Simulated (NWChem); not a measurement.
# CH3FMoO2 (SMILES [CH3][Mo](=[O])(=[O])[F]): levels of theory compared

Aim: a comparison of 3 runs (HF/def2-SVP, PBE0/def2-SVP, SVWN5/def2-SVP) of CH3FMoO2. 

The results are computed with NWChem 7.3.0.

### 1 The molecule

CH3FMoO2: 8 atoms, total charge 0, spin state singlet. As SMILES, `[CH3][Mo](=[O])(=[O])[F]`. The coordinates come from a PBE0-D4/def2-TZVP relaxation.

Bond lengths: C1–Mo2 2.092 Å, Mo2–O3 1.670 Å, Mo2–O4 1.670 Å, Mo2–F5 1.846 Å, C1–H6 1.092 Å, C1–H7 1.094 Å, C1–H8 1.094 Å. Some angles: C1–Mo2–O3 105.5°, C1–Mo2–O4 105.5°, C1–Mo2–F5 109.9°, O3–Mo2–O4 108.3°, O3–Mo2–F5 113.5°, O4–Mo2–F5 113.5°, Mo2–C1–H6 110.7°, Mo2–C1–H7 108.7°, Mo2–C1–H8 108.6°, H6–C1–H7 109.3°.

### 2 Energy and forces at HF/def2-SVP (core potential) (run 1)

ch3fmoo2.nw reads:

```
start ch3fmoo2
memory stack 880 mb heap 220 mb global 1100 mb
charge 0
geometry units angstrom noautosym nocenter noautoz
  C       -1.012100      -0.026700       0.394800
  Mo       0.934400       0.007900      -0.369900
  O        1.754800      -1.196000       0.445600
  O        0.792800      -0.445600      -1.970400
  F        1.668800       1.685500      -0.141400
  H       -1.461400      -1.012800       0.263300
  H       -0.974200       0.213600       1.461200
  H       -1.610800       0.716900      -0.139000
end
basis spherical bse
  C library def2-SVP
  Mo library def2-SVP
  O library def2-SVP
  F library def2-SVP
  H library def2-SVP
end
ecp bse
  Mo library def2-SVP
end
scf
  singlet
  rhf
  thresh 1e-08
  maxiter 80
  noprint "final vectors analysis"
end
task scf gradient
```

Command:

```
nwchem ch3fmoo2.nw > ch3fmoo2.out
```

The program printed:

```text
[...]
  functions       =   102
[...]
  wavefunction    = RHF
[...]
         Total SCF energy =   -356.094185569593
      One-electron energy =   -954.754810381268
      Two-electron energy =    376.810568382811
 Nuclear repulsion energy =    221.850056428865
        Time for solution =     26.2s
[...]
                         RHF ENERGY GRADIENTS
    atom               coordinates                        gradient
                 x          y          z           x          y          z
   1 C      -1.912592  -0.050456   0.746064    0.004518  -0.000456  -0.001948
   2 Mo      1.765760   0.014929  -0.699010   -0.029738   0.047572   0.026537
   3 O       3.316091  -2.260112   0.842062    0.024450  -0.034577   0.020487
   4 O       1.498175  -0.842062  -3.723516   -0.001513  -0.014290  -0.044743
   5 F       3.153575   3.185133  -0.267207    0.003423   0.002300  -0.000653
   6 H      -2.761646  -1.913914   0.497565   -0.000853  -0.000737   0.000103
   7 H      -1.840971   0.403645   2.761268    0.000112  -0.000117   0.000812
   8 H      -3.043971   1.354745  -0.262672   -0.000400   0.000305  -0.000594
[...]
```

Run time: 34 s. Hardware: 1 thread of Intel Xeon Platinum 8488C (Sapphire Rapids), shared host; peak memory 0.11 GiB.

### 3 Energy and gradient at PBE0/def2-SVP (core potential) (run 2)

run.py reads:

```python
from ase import Atoms
from ase.calculators.nwchem import NWChem

molecule = Atoms(['C', 'Mo', 'O', 'O', 'F', 'H', 'H', 'H'], positions=[
    [-1.012100, -0.026700, 0.394800],
    [0.934400, 0.007900, -0.369900],
    [1.754800, -1.196000, 0.445600],
    [0.792800, -0.445600, -1.970400],
    [1.668800, 1.685500, -0.141400],
    [-1.461400, -1.012800, 0.263300],
    [-0.974200, 0.213600, 1.461200],
    [-1.610800, 0.716900, -0.139000],
])

calc = NWChem(
    label='ch3fmoo2',
    theory='dft',
    memory='2200 mb',
    basis='def2-SVP',
    basispar='spherical bse',
    dft={'xc': 'pbe0', 'mult': '1', 'grid': 'fine', 'convergence': 'energy 1e-08', 'iterations': '100', 'mulliken': None},
    **{'ecp bse': {'Mo library': 'def2-SVP'}},
)
molecule.calc = calc

forces = molecule.get_forces()
print(f"energy = {molecule.get_potential_energy():.6f} eV")
print("forces (eV/A):")
for s, f in zip(molecule.symbols, forces):
    print(f"{s:2s} {f[0]:10.5f} {f[1]:10.5f} {f[2]:10.5f}")
print("dipole (e A):", molecule.get_dipole_moment().round(4))
```

Command:

```
export ASE_NWCHEM_COMMAND="nwchem PREFIX.nwi > PREFIX.nwo"
python run.py
```

The program printed:

```text
energy = -9741.362415 eV
forces (eV/A):
C     0.29419    0.00735   -0.11385
Mo    0.08346   -0.07724   -0.05271
O    -0.08767    0.08089   -0.08320
O     0.00190    0.00915    0.14182
F    -0.00699    0.00257    0.00381
H    -0.13447   -0.28328   -0.03543
H     0.01332    0.06068    0.28971
H    -0.16368    0.19993   -0.15020
dipole (e A): [-0.4593  0.1973  0.2441]
```

The calculator wrote ch3fmoo2.nwi:

```
title "ch3fmoo2"

permanent_dir ch3fmoo2

scratch_dir ch3fmoo2

start ch3fmoo2

geometry units angstrom nocenter noautosym noautoz
  C  -1.0121000000000000e+00 -2.6700000000000002e-02 3.9479999999999998e-01
  Mo 9.3440000000000001e-01 7.9000000000000008e-03 -3.6990000000000001e-01
  O  1.7547999999999999e+00 -1.1960000000000000e+00 4.4560000000000000e-01
  O  7.9279999999999995e-01 -4.4560000000000000e-01 -1.9703999999999999e+00
  F  1.6688000000000001e+00 1.6855000000000000e+00 -1.4140000000000000e-01
  H  -1.4614000000000000e+00 -1.0127999999999999e+00 2.6329999999999998e-01
  H  -9.7419999999999995e-01 2.1360000000000001e-01 1.4612000000000001e+00
  H  -1.6108000000000000e+00 7.1689999999999998e-01 -1.3900000000000001e-01
end

memory 2200 mb

basis spherical bse noprint
   * library def2-SVP
end

dft
  xc pbe0
  mult 1
  grid fine
  convergence energy 1e-08
  iterations 100
  mulliken
end
ecp bse
  Mo library def2-SVP
end

task dft gradient
```

ch3fmoo2.nwo:

```text
Northwest Computational Chemistry Package (NWChem) 7.3.0
             --------------------------------------------------------

           Job information
           ---------------

    nwchem branch   = 7.3.0
    use scalapack   = T
    input           = ch3fmoo2.nwi
    prefix          = ch3fmoo2.
    data base       = ch3fmoo2/ch3fmoo2.db
    status          = startup
    nproc           =        1

           Memory information
           ------------------

[... 5 lines left out ...]
    hardfail = no
[... 114 lines left out ...]
  convergence criterion.
[... 43 lines left out ...]
          Spatial weights used:  Erf1
[... 32 lines left out ...]
 1-e energy   =    -952.288920
[... 45 lines left out ...]
           Coulomb energy =      417.858105782488
[... 789 lines left out ...]
          Convergence on density requested:  1.00D-05
[... 29 lines left out ...]
          total energy or number of iterations.
[... 36 lines left out ...]
                 ----------------------------------------
                 |  Time  |  1-e(secs)   |  2-e(secs)   |
                 ----------------------------------------
                 |  CPU   |       0.06   |       5.85   |
                 ----------------------------------------
                 |  WALL  |       0.06   |       5.85   |
                 ----------------------------------------

 Task  times  cpu:       33.7s     wall:       33.7s
 Total times  cpu:       33.7s     wall:       33.7s
```

Wall time 35 s (1 thread of Intel Xeon Platinum 8488C (Sapphire Rapids), shared host); peak memory 0.13 GiB.

### 4 Energy and gradient at SVWN5/def2-SVP (core potential) (run 3)

a.xyz reads:

```xyz
8

C     -1.012100    -0.026700     0.394800
Mo     0.934400     0.007900    -0.369900
O      1.754800    -1.196000     0.445600
O      0.792800    -0.445600    -1.970400
F      1.668800     1.685500    -0.141400
H     -1.461400    -1.012800     0.263300
H     -0.974200     0.213600     1.461200
H     -1.610800     0.716900    -0.139000
```

a.nw reads:

```
start a
memory stack 880 mb heap 220 mb global 1100 mb
geometry units angstrom noautosym nocenter noautoz
  load format xyz a.xyz
end
basis spherical bse
  * library def2-SVP
end
ecp bse
  Mo library def2-SVP
end
dft
  xc slater vwn_5
  grid fine
  convergence energy 1e-08
  iterations 100
  mulliken
end
task dft gradient
```

Command:

```
nwchem a.nw > a.out
```

The program printed:

```text
[...]
          Wavefunction type:  closed shell.
          No. of atoms     :     8
          No. of electrons :    48
[...]
          Charge           :     0
          Spin multiplicity:     1
[...]
          AO basis - number of functions:   102
[...]
              XC Information
              --------------
                        Slater Exchange Functional  1.000 local
                      VWN V Correlation Functional  1.000 local
[...]
 d= 0,ls=0.0,diis     1   -355.5422064785 -5.77D+02  6.25D-02  5.25D+00     1.9
[...]
 d= 0,ls=0.5,diis    42   -356.1636559645 -7.62D-09  9.42D-07  2.51D-08    57.2
         Total DFT energy =     -356.163655968960
      One electron energy =     -956.137989452743
           Coulomb energy =      417.799570236562
    Exchange-Corr. energy =      -39.675293181644
 Nuclear repulsion energy =      221.850056428865
[...]
  wavefunction    = closed shell
                         DFT ENERGY GRADIENTS
    atom               coordinates                        gradient
                 x          y          z           x          y          z
   1 C      -1.912592  -0.050456   0.746064   -0.016032  -0.000527   0.006195
   2 Mo      1.765760   0.014929  -0.699010    0.008037  -0.018958  -0.009178
   3 O       3.316091  -2.260112   0.842062   -0.005379   0.009050  -0.004774
   4 O       1.498175  -0.842062  -3.723516    0.000815   0.004260   0.010795
   5 F       3.153575   3.185133  -0.267207    0.001908   0.005030   0.000798
   6 H      -2.761646  -1.913914   0.497565    0.005190   0.011391   0.001516
   7 H      -1.840971   0.403645   2.761268   -0.000885  -0.002272  -0.011716
   8 H      -3.043971   1.354745  -0.262672    0.006346  -0.007973   0.006365
[...]
```

It took 66 s on 1 thread of Intel Xeon Platinum 8488C (Sapphire Rapids), shared host; peak memory 0.13 GiB.

### 5 The series

| run | level | iteration cap | module | energy (Eh) | dipole moment (D) | largest force (eV/Å) | wall time |
| --- | --- | --- | --- | --- | --- | --- | --- |
| 1 | HF/def2-SVP (core potential) | 80 | scf | -356.094186 | 3.33 | 3.191 | 34 s |
| 2 | PBE0/def2-SVP (core potential) | 100 | dft | -357.988469 | 2.67 | 0.316 | 35 s |
| 3 | SVWN5/def2-SVP (core potential) | 100 | dft | -356.163656 | 2.59 | 1.159 | 66 s |

### 6 Outcome

| quantity | value |
| --- | --- |
| run 3: total energy | -356.16366 Eh |
| run 3: dipole moment | 2.59 D |
| run 3: HOMO energy | -7.99 eV |
| run 3: LUMO energy | -3.91 eV |
| run 3: HOMO–LUMO gap | 4.07 eV |
| run 3: largest force on an atom | 1.159 eV/Å |

In words: The dipole moment (its size) runs from 2.59 D (SVWN5/def2-SVP) to 3.33 D (HF/def2-SVP). Totals of different functionals can't be ranked against each other. All runs together took 2.3 min, the longest 66 s.
